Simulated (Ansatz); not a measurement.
# BH2O2F (SMILES OB(O)F) at HF/3-21G

What is the vertical electron affinity of BH2O2F at HF/3-21G? 

The calculation is run with Ansatz 0.2.0.

57 further runs of the same task are left out: 57 set aside as unsound or not needed.

**1. The molecule**

BH2O2F: 6 atoms, total charge 0, spin state singlet. SMILES: `OB(O)F`. Geometry: relaxed at PBE0-D4/def2-TZVP. This is one conformer, not always the lowest.

Bond lengths: O1–B2 1.360 Å, B2–O3 1.352 Å, B2–F4 1.333 Å, O1–H5 0.960 Å, O3–H6 0.960 Å. Angles: O1–B2–O3 121.6°, O1–B2–F4 120.5°, O3–B2–F4 117.9°, B2–O1–H5 113.1°, B2–O3–H6 112.5°.

**2. The energy at HF/3-21G**

The input, run.yaml:

```yaml
crystal:
  periodic: [false, false, false]
  atoms:
    - symbol: O
      position_ang: [-0.477500, 0.971000, -0.208400]
    - symbol: B
      position_ang: [-0.023800, -0.307500, -0.106500]
    - symbol: O
      position_ang: [0.989400, -0.635200, 0.726100]
    - symbol: F
      position_ang: [-0.573100, -1.280600, -0.833200]
    - symbol: H
      position_ang: [-1.198900, 1.066100, -0.834300]
    - symbol: H
      position_ang: [1.326000, 0.122200, 1.210000]
basis:
  gaussian: {orbitals: 3-21G.json}
accuracy: high
output: {orbitals: {seedname: orbitals}}
hamiltonian: {xc: hf}
```

The basis set 3-21G is read from a file made from the Basis Set Exchange's data (not shown).

Launch:

```bash
ansatz run run.yaml --threads 1 --pin off --max-ram 3480MiB --events-out events.jsonl --progress --plain --runs-dir runs
```

Log:

```text
Warning: RAYON_NUM_THREADS=1 ignored (pool sized by the plan → 1); use --threads N
Functional definition: HF
  name "HF"
  exchange = exact_x
  correlation = 0
841 factors; integrals over basis functions are off by at most 5.8e-9 eV
mean field evaluation 1: about -7444.9234 eV, gradient 3.8e1 eV
mean field evaluation 2: about -7444.9272 eV, gradient 3.8e1 eV
mean field evaluation 4: about -7447.5861 eV, gradient 1.8e0 eV
mean field evaluation 8: about -7447.5966 eV, gradient 1.5e-1 eV
mean field -7447.59670944 eV, -273.6941309095 hartree, gradient 3.1e-8 eV, S^2 0.000000; 0 other end points of the search recorded, 0 dependent functions left out
reference -7447.59670944 eV, -273.6941309095 hartree; 16, 16 occupied and 24, 24 virtual orbitals, 841 factors
Total energy: -7447.59670944 eV, -273.6941309095 hartree
```

It took 0.46 s on 1 thread of Arm Neoverse N1, shared host.

**3. The doublet anion at the same level**

The input, input.yaml:

```yaml
crystal:
  periodic: [false, false, false]
  atoms:
    - symbol: O
      position_ang: [-0.477500, 0.971000, -0.208400]
    - symbol: B
      position_ang: [-0.023800, -0.307500, -0.106500]
    - symbol: O
      position_ang: [0.989400, -0.635200, 0.726100]
    - symbol: F
      position_ang: [-0.573100, -1.280600, -0.833200]
    - symbol: H
      position_ang: [-1.198900, 1.066100, -0.834300]
    - symbol: H
      position_ang: [1.326000, 0.122200, 1.210000]
basis:
  gaussian:
    orbitals: 3-21G.json
magnetization:
  spin_polarized: true
  initial_magnetization: 1
accuracy: high
hamiltonian:
  xc: hf
total_charge: -1
output: {orbitals: {seedname: orbitals}}
```

The basis set 3-21G is read from a file made from the Basis Set Exchange's data (not shown).

Launch:

```bash
ansatz run input.yaml --threads 1 --pin off --max-ram 3480MiB --events-out events.jsonl --progress --plain --runs-dir runs
```

Log:

```text
Warning: RAYON_NUM_THREADS=1 ignored (pool sized by the plan → 1); use --threads N
[... 4 set-up lines as earlier in the session ...]
844 factors; integrals over basis functions are off by at most 5.8e-9 eV
mean field evaluation 1: about -7439.7193 eV, gradient 1.7e1 eV
mean field evaluation 2: about -7439.7290 eV, gradient 1.7e1 eV
mean field evaluation 4: about -7441.2360 eV, gradient 1.8e0 eV
mean field evaluation 8: about -7441.2852 eV, gradient 4.5e-1 eV
mean field evaluation 16: about -7441.3895 eV, gradient 2.0e-4 eV
mean field evaluation 32: about -7441.3445 eV, gradient 2.0e-1 eV
mean field evaluation 64: about -7441.4723 eV, gradient 1.2e-1 eV
mean field evaluation 96: about -7439.7110 eV, gradient 1.0e1 eV
mean field evaluation 128: about -7441.1985 eV, gradient 1.7e-1 eV
mean field evaluation 160: about -7439.8099 eV, gradient 1.3e1 eV
mean field evaluation 192: about -7441.3531 eV, gradient 4.3e-1 eV
mean field -7441.47648962 eV, -273.4692169794 hartree, gradient 2.0e-8 eV, S^2 0.755109; 3 other end points of the search recorded, 0 dependent functions left out
reference -7441.47648962 eV, -273.4692169794 hartree; 17, 16 occupied and 23, 24 virtual orbitals, 844 factors
Total energy: -7441.47648962 eV, -273.4692169794 hartree
```

Run time: 2.5 s. Hardware: 1 thread of Arm Neoverse N1, shared host; peak memory 0.095 GiB.

**4. What came out**

Level: HF/3-21G.

```
                                         quantity          value
                     singlet BH2O2F: total energy  -273.69413 Eh
                      singlet BH2O2F: HOMO energy      -13.79 eV
                      singlet BH2O2F: LUMO energy        6.57 eV
                    singlet BH2O2F: HOMO–LUMO gap       20.36 eV
                      doublet anion: total energy  -273.46922 Eh
doublet anion: HOMO energy (highest over α and β)        5.50 eV
 doublet anion: LUMO energy (lowest over α and β)       12.95 eV
                              doublet anion: ⟨S²⟩          0.755
vertical electron affinity (to the doublet anion)      -6.120 eV
```

What this shows: The anion lies 6.12 eV (141 kcal/mol) above the neutral: the electron isn't bound at this level, and such a value depends on the basis. Without diffuse functions anions come out too high. Hartree–Fock misses the correlation that binds many anions. The HOMO (doublet anion) lies at positive energy, 5.50 eV: the electron is unbound at this level or held by a compact basis; values depend on the basis.
